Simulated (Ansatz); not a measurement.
# ZrC (singlet): the correlation ladder, def2-SVP

The task here is to estimate one member of a computed series from the others.

Method: def2-SVP, core rule «outside noble gas», up to 5 orbitals frozen; program: Ansatz 0.2.0, Gaussian basis.

The runs, in order: UHF; CCSD(T) on RHF; CCSD(T) on UHF; CISD; CCSDT(Q) on RHF; CCSDT(Q) on UHF; CCSDTQ on RHF.

11 further runs of the same task are left out: 7 for a known fault of the program, 4 set aside as unsound or not needed.

### What is computed

The geometry is a PBE0/def2-TZVP stationary point (not a proven minimum). No spin-orbit coupling is included. Elements past krypton take def2 core potentials.

2 atoms, charge 0, spin multiplicity 1.

Atoms are counted from 1 here; the program's logs count them from 0.

Bond lengths: Zr1–C2 1.711 Å.

Set-up of the first run:

in.yaml reads:

```yaml
crystal:
  periodic: [false, false, false]
  atoms:
    - {symbol: Zr, position_ang: [0.000000, 0.000000, 0.000000]}
    - {symbol: C, position_ang: [0.000000, 0.000000, 1.711236]}
basis:
  gaussian: {orbitals: def2-SVP}
magnetization: {spin_polarized: true, initial_magnetization: 0}
hamiltonian: {xc: hf}
output: {orbitals: {seedname: orbitals}}
```

Started as:

```console
ansatz run in.yaml --threads 1 --pin off --events-out ev --progress --plain --max-ram 4096MiB --backend cpu
```

Among the steps run: UHF; CCSD(T) on RHF; CCSD(T) on UHF; CISD; CCSDT(Q) on RHF; CCSDT(Q) on UHF; CCSDTQ on RHF.

One of the session's tables, all rows but one given; the rest of the session is left out.

It belongs to the step «Misses and costs». 

| method | from RCCSDTQ (kcal/mol) |
| --- | --- |
| RHF | +158.13 |
| UHF | ? |
| RMP2 | +3.62 |
| RCCSD | +12.16 |
| RCCSD(T) | +1.64 |
| RCCSDT | +1.36 |
| RCCSDT(Q) | -0.45 |
| RCCSDTQ | 0 |

Q: Estimate the row for UHF from the others.

The run gave: from RCCSDTQ (kcal/mol): +137.80. In the column «from RCCSDTQ (kcal/mol)» it lies between RCCSD (+12.16) and RHF (+158.13).

Not comparable, so not listed: CCSD(T) on UHF; CCSDT(Q) on UHF (they don't share determinant, frozen orbitals or solution with the rows shown, or repeat one).

Caveats from the session: The determinant is far from a pure spin state, so its energy mixes those of several spin states (harmless only where they are near-degenerate, as at dissociation).
